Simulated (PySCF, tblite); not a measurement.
# C₆H₈NO radical: geometry, infrared bands and EPR parameters

Wanted: the infrared bands and EPR parameters of C₆H₈NO radical (`CC#C[C@@H](C)[N]C=O`), by calculation.

Programs: tblite 0.8.0 and PySCF 2.14.0, with density-fitted response routines of our own. Each step states its level of theory. These are calculated values for one molecule in the gas phase, unless marked as measured. Atoms are numbered from 0 throughout.

## (1) The starting structure

16 atoms, charge 0, multiplicity 2; geometry from: force field or distance geometry start.

Bonds of the start (Å): C0–C1 1.45, C1–C2 1.21, C2–C3 1.48, C3–C4 1.54, C3–N5 1.47, N5–C6 1.33, C6–O7 1.23, C0–H8 1.10, C0–H9 1.10, C0–H10 1.10, C3–H11 1.09, C4–H12 1.09, C4–H13 1.09, C4–H14 1.11, C6–H15 1.11.

## (2) Relaxing the molecule with GFN2-xTB

The job: settings as JSON, then the geometry in Å.

```
{"job": {"kind": "relax", "xc": "GFN2-xTB", "basis": "xTB"}, "charge": 0, "multiplicity": 2}
C     -3.273200    -0.512700     0.546100
C     -1.892500    -0.234300     0.202300
C     -0.726800    -0.034200    -0.058800
C      0.680300     0.237100    -0.413800
C      1.234700     1.306800     0.538300
N      1.415600    -1.027300    -0.260300
C      2.559600    -1.074600    -0.946400
O      3.101100    -0.237500    -1.660100
H     -3.417600    -1.566500     0.808600
H     -3.941900    -0.280400    -0.293500
H     -3.605600     0.093900     1.398300
H      0.695800     0.612000    -1.432000
H      2.270500     1.555400     0.298100
H      1.211900     0.988100     1.577300
H      0.646500     2.240300     0.454600
H      3.033900    -2.057000    -0.770000
```

Run with:

```bash
$ OMP_NUM_THREADS=1 python probes_run.py task.json out
```

One launch serves the whole session: the jobs run in the order shown.

**Question.** This job is followed by: GFN2-xTB harmonic vibrations, gas phase; UKS B3LYP, pcH-1 on C H N O, non-relativistic, mean-field spin-orbit, GIAO. What will the session give for the following? strongest single infrared mode (GFN2-xTB); zero-point energy (GFN2-xTB); g(iso) (B3LYP); ⟨S²⟩; largest a(iso) (averaged by class); surface potential, 1st and 99th percentile.

The runs gave:

```
                                 quantity                  value
strongest single infrared mode (GFN2-xTB)  2364 cm⁻¹, 457 km/mol
             zero-point energy (GFN2-xTB)          76.1 kcal/mol
                           g(iso) (B3LYP)                2.00634
                                     ⟨S²⟩     0.761 (exact 0.75)
       largest a(iso) (averaged by class)   1H on H11, 159.1 MHz
    surface potential, 1st and 99th percentile     -1.58 V and 0.98 V
```

In words: Relaxing lowered the energy by 0.265 eV in 86 steps; the close pair that moved most is C3–N5, from 1.471 to 1.416 Å. The lowest mode is slightly imaginary (13i cm⁻¹), a soft motion within the noise of the Hessian, so the minimum is not strictly shown. The strongest single mode, at 2364 cm⁻¹, moves mainly C1 and C2. Unscaled tight-binding wavenumbers are off by several per cent, some by more. Its intensities can rank the bands wrongly. N5 carries the largest spin population, 0.74 e. The isotropic g lies 4.0 ppt above the free-electron value.
